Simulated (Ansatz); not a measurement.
# CH5BClN (SMILES CNBCl) at BCCD(T)/def2-SVP

What is the energy change on altering one bond length of CH5BClN at BCCD(T)/def2-SVP? 

The calculation is run with Ansatz 0.2.0.

128 further runs of the same task are left out: 128 set aside as unsound or not needed.

## 1. The structure to begin with

The species is CH5BClN (9 atoms), meant as a singlet with charge 0. SMILES: `CNBCl`. Geometry: relaxed at PBE0-D4/def2-TZVP. This is one conformer, not always the lowest.

Bond lengths: C1–N2 1.445 Å, N2–B3 1.381 Å, B3–Cl4 1.771 Å, C1–H5 1.094 Å, C1–H6 1.094 Å, C1–H7 1.090 Å, N2–H8 1.009 Å, B3–H9 1.192 Å. Some angles: C1–N2–B3 126.0°, N2–B3–Cl4 119.6°, C1–N2–H8 115.0°, B3–N2–H8 119.0°, N2–C1–H5 111.4°, N2–C1–H6 111.4°, N2–C1–H7 109.2°, N2–B3–H9 121.5°, Cl4–B3–H9 118.9°, H5–C1–H6 108.3°.

## 2. A single-point energy at BCCD(T)/def2-SVP

File molecule.yaml:

```yaml
crystal:
  periodic: [false, false, false]
  atoms:
    - {symbol: C, position_ang: [0.510100, 0.482100, -0.973400]}
    - {symbol: N, position_ang: [-0.407900, -0.226000, -0.111700]}
    - {symbol: B, position_ang: [-0.261100, -0.415200, 1.248200]}
    - {symbol: Cl, position_ang: [-1.495300, -1.314500, 2.144800]}
    - {symbol: H, position_ang: [0.907000, -0.170400, -1.756500]}
    - {symbol: H, position_ang: [0.027900, 1.338900, -1.452800]}
    - {symbol: H, position_ang: [1.346700, 0.849900, -0.380000]}
    - {symbol: H, position_ang: [-1.220500, -0.605500, -0.573900]}
    - {symbol: H, position_ang: [0.681600, 0.014200, 1.838200]}
basis:
  gaussian:
    orbitals: def2-SVP
correlation:
  method: bccd_t
  frozen_orbitals: {B: 1, C: 1, Cl: 5, H: 0, "N": 1}
accuracy: high
scf:
  omitted_lower_state_checks: [cluster_reference, increment]
```

The run is started by

```sh
$ ansatz run molecule.yaml --threads 1 --pin off --max-ram 3480MiB --events-out events.jsonl --progress --plain --runs-dir runs
```

Output:

```text
Warning: RAYON_NUM_THREADS=1 ignored (pool sized by the plan → 1); use --threads N
Functional definition: HF
  name "HF"
  exchange = exact_x
  correlation = 0
these checks for a lower state are left out or cut short: cluster_reference, increment
2017 factors; integrals over basis functions are off by at most 8.2e-9 eV
mean field evaluation 1: about -15760.5637 eV, gradient 2.7e1 eV
mean field evaluation 2: about -15760.6600 eV, gradient 2.7e1 eV
mean field evaluation 4: about -15762.5747 eV, gradient 3.3e0 eV
mean field evaluation 8: about -15762.6089 eV, gradient 1.3e-1 eV
mean field -15762.60899314 eV, -579.2651962177 hartree, gradient 9.4e-8 eV, S^2 0.000000; 0 other end points of the search recorded, 0 dependent functions left out
8 core orbitals not correlated: weight in the atoms' cores, before any rotation towards them, 1.000 or more for the frozen orbitals, at most 0.000 for the correlated occupied ones
reference -15762.60899314 eV, -579.2651962177 hartree; 12, 12 occupied and 65, 65 virtual orbitals, 2017 factors
second order -14.45816733 eV of doubles, -0.00000000 eV of singles
cycle   1  -15.27253764 eV  change   -8.1e-1 eV  update   8.1e-2
cycle   2  -15.61393630 eV  change   -3.4e-1 eV  update   2.4e-2
cycle   3  -15.68562726 eV  change   -7.2e-2 eV  update   1.3e-2
cycle   4  -15.67967997 eV  change    5.9e-3 eV  update   3.9e-3
cycle   5  -15.67753500 eV  change    2.1e-3 eV  update   1.7e-3
cycle   6  -15.67700658 eV  change    5.3e-4 eV  update   5.0e-4
cycle   7  -15.67683592 eV  change    1.7e-4 eV  update   1.9e-4
cycle   8  -15.67680754 eV  change    2.8e-5 eV  update   5.3e-5
cycle   9  -15.67681211 eV  change   -4.6e-6 eV  update   2.0e-5
cycle  10  -15.67681060 eV  change    1.5e-6 eV  update   5.9e-6
cycle  11  -15.67681593 eV  change   -5.3e-6 eV  update   2.1e-6
cycle  12  -15.67681741 eV  change   -1.5e-6 eV  update   5.4e-7
cycle  13  -15.67681814 eV  change   -7.3e-7 eV  update   1.9e-7
cycle  14  -15.67681824 eV  change   -1.0e-7 eV  update   5.7e-8
cycle  15  -15.67681823 eV  change    8.7e-9 eV  update   2.6e-8
cycle  16  -15.67681838 eV  change   -1.5e-7 eV  update   1.1e-7
cycle  17  -15.67681839 eV  change   -1.5e-8 eV  update   2.7e-8
cycle  18  -15.67681840 eV  change   -6.1e-9 eV  update   6.4e-9
cycle  19  -15.67681840 eV  change   3.2e-10 eV  update   2.0e-9
perturbative correction -0.44403817 eV, -0.0163181019 hartree
Total energy: -15778.72984971 eV, -579.8576267697 hartree
Checks for a lower state left out: cluster_reference, increment
```

Run time: 20 s. Hardware: 1 thread of Arm Neoverse V2, shared host; peak memory 0.64 GiB.

## 3. The distorted shape at the same level

File molecule.yaml:

```yaml
crystal:
  periodic: [false, false, false]
  atoms:
    - symbol: C
      position_ang: [0.488085, 0.510473, -1.177338]
    - symbol: N
      position_ang: [-0.429915, -0.197627, -0.315638]
    - symbol: B
      position_ang: [-0.261100, -0.415200, 1.248200]
    - symbol: Cl
      position_ang: [-1.495300, -1.314500, 2.144800]
    - symbol: H
      position_ang: [0.884985, -0.142027, -1.960438]
    - symbol: H
      position_ang: [0.005885, 1.367273, -1.656738]
    - symbol: H
      position_ang: [1.324685, 0.878273, -0.583938]
    - symbol: H
      position_ang: [-1.242515, -0.577127, -0.777838]
    - symbol: H
      position_ang: [0.681600, 0.014200, 1.838200]
basis:
  gaussian:
    orbitals: def2-SVP
correlation:
  method: bccd_t
  frozen_orbitals: {B: 1, C: 1, Cl: 5, H: 0, "N": 1}
accuracy: high
scf:
  omitted_lower_state_checks: [cluster_reference, increment]
```

The run is started by

```sh
$ ansatz run molecule.yaml --threads 1 --pin off --max-ram 3480MiB --events-out events.jsonl --progress --plain --runs-dir runs
```

Output:

```text
Warning: RAYON_NUM_THREADS=1 ignored (pool sized by the plan → 1); use --threads N
[... 4 set-up lines as earlier in the session ...]
these checks for a lower state are left out or cut short: cluster_reference, increment
2005 factors; integrals over basis functions are off by at most 6.1e-9 eV
mean field evaluation 1: about -15759.6460 eV, gradient 2.8e1 eV
mean field evaluation 2: about -15759.7314 eV, gradient 2.8e1 eV
mean field evaluation 4: about -15761.8663 eV, gradient 3.5e0 eV
mean field evaluation 8: about -15761.9078 eV, gradient 1.6e-1 eV
mean field -15761.90796056 eV, -579.2394337456 hartree, gradient 8.3e-8 eV, S^2 0.000000; 0 other end points of the search recorded, 0 dependent functions left out
8 core orbitals not correlated: weight in the atoms' cores, before any rotation towards them, 1.000 or more for the frozen orbitals, at most 0.000 for the correlated occupied ones
reference -15761.90796056 eV, -579.2394337456 hartree; 12, 12 occupied and 65, 65 virtual orbitals, 2005 factors
second order -14.52741084 eV of doubles, -0.00000000 eV of singles
cycle   1  -15.30955980 eV  change   -7.8e-1 eV  update   9.2e-2
cycle   2  -15.66237259 eV  change   -3.5e-1 eV  update   2.8e-2
cycle   3  -15.75913544 eV  change   -9.7e-2 eV  update   1.9e-2
cycle   4  -15.75224594 eV  change    6.9e-3 eV  update   6.8e-3
cycle   5  -15.74585321 eV  change    6.4e-3 eV  update   3.6e-3
cycle   6  -15.74473664 eV  change    1.1e-3 eV  update   1.1e-3
cycle   7  -15.74431655 eV  change    4.2e-4 eV  update   4.0e-4
cycle   8  -15.74428872 eV  change    2.8e-5 eV  update   1.2e-4
cycle   9  -15.74431401 eV  change   -2.5e-5 eV  update   4.5e-5
cycle  10  -15.74431707 eV  change   -3.1e-6 eV  update   1.2e-5
cycle  11  -15.74432938 eV  change   -1.2e-5 eV  update   4.4e-6
cycle  12  -15.74433282 eV  change   -3.4e-6 eV  update   1.1e-6
cycle  13  -15.74433420 eV  change   -1.4e-6 eV  update   4.1e-7
cycle  14  -15.74433444 eV  change   -2.4e-7 eV  update   1.1e-7
cycle  15  -15.74433452 eV  change   -8.4e-8 eV  update   4.3e-8
cycle  16  -15.74433449 eV  change    3.0e-8 eV  update   2.5e-8
cycle  17  -15.74433520 eV  change   -7.1e-7 eV  update   1.2e-7
cycle  18  -15.74433525 eV  change   -5.0e-8 eV  update   2.5e-8
cycle  19  -15.74433527 eV  change   -1.6e-8 eV  update   6.5e-9
cycle  20  -15.74433527 eV  change   -2.8e-9 eV  update   2.0e-9
cycle  21  -15.74433527 eV  change   3.8e-10 eV  update  5.9e-10
perturbative correction -0.48126037 eV, -0.0176859925 hartree
Total energy: -15778.13355620 eV, -579.8357133872 hartree
Checks for a lower state left out: cluster_reference, increment
```

Wall time 20 s (1 thread of Arm Neoverse V2, shared host); peak memory 0.64 GiB.

## 4. Outcome

At BCCD(T)/def2-SVP, 8 core orbitals frozen:

```
                                                         quantity          value
                                        first shape: total energy  -579.85763 Eh
         first shape: correlation energy (8 core orbitals frozen)     -592.4 mEh
                                      first shape: (T) correction     -16.32 mEh
                                    distorted shape: total energy  -579.83571 Eh
     distorted shape: correlation energy (8 core orbitals frozen)     -596.3 mEh
                                  distorted shape: (T) correction     -17.69 mEh
energy change with the N2–B3 bond stretched from 1.381 to 1.588 Å       0.596 eV
```

With the N2–B3 bond stretched from 1.381 to 1.588 Å the energy rises by 0.60 eV (57.5 kJ/mol). The first shape isn't relaxed at this level, so the change isn't measured from a minimum. The triples (first shape) make up 2.8 % of the correlation energy. The triples (distorted shape) make up 3.0 % of the correlation energy.
